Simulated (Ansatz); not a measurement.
Working through an atomisation energy of C2H4Si, SMILES C#C[SiH3]

Program: the Python package of Ansatz (0.2.0).

`c2h4si.xyz`
```text
7

C    -0.58360   -1.93980    0.18440
C    -0.26020   -0.76170    0.06590
Si    0.29540    1.01110   -0.11200
H    -0.89130   -2.89230    0.26300
H    -0.07700    1.56440   -1.42890
H    -0.25710    1.86870    0.97410
H     1.83510    1.08170    0.00790
```

Typed at the interpreter:
```pycon
>>> from collections import Counter
>>> import ansatz
>>> def single_point(molecule, charge=0, unpaired=0):
...     calc = molecule.calculation().basis(gaussian="cc-pVDZ").functional("CAM-B3LYP")
...     if charge:
...         calc = calc.charge(charge)
...     if unpaired:
...         calc = calc.spin("collinear", total=unpaired)
...     report = calc.run().report
...     if report["published_state_doubts"]:
...         print("  doubts:", report["published_state_doubts"])
...     return report["free_energy_ev"]
...
>>> geometry = ansatz.Crystal.molecule_from_extxyz("c2h4si.xyz")
>>> # Hund ground states
>>> unpaired = {"C": 2, "Si": 2, "H": 1}
>>> counts = Counter(site.symbol for site in geometry.cartesian_sites)
>>> atom_energy = {s: single_point(ansatz.Crystal.molecule().atom(s, (0, 0, 0)), 0, unpaired[s]) for s in counts}
>>> whole = single_point(geometry, 0, 0)
>>> for s, e in atom_energy.items():
...     print(f"{s:2s} x{counts[s]}  {e:14.5f} eV")
...
C  x2     -1029.38945 eV
Si x1     -7874.24907 eV
H  x4       -13.54839 eV
>>> print(f"C2H4Si: {whole:.5f} eV")
C2H4Si: -10013.27164 eV
>>> split = sum(counts[s] * e for s, e in atom_energy.items()) - whole
>>> print(f"atomisation energy (no zero-point term): {96.485332 * split:.1f} kJ/mol, {split / sum(counts.values()):.3f} eV an atom")
atomisation energy (no zero-point term): 2513.5 kJ/mol, 3.721 eV an atom
```

2513.5 kJ/mol from the electronic energies, without the zero-point term.

Caveats:
- Total energies depend on the basis set; only differences at equal settings carry meaning.
- The geometry is a force-field or estimated start, not a minimum of this method, and the basis set is short of its limit. All parts are taken at fixed geometry, without zero-point energy.
- For Al to Cl the sets with a tight d function, cc-pV(X+d)Z, are usual.
- The whole script took 2.5 s on 1 thread of Arm Neoverse V1 (shared host), peak memory 0.16 GiB.
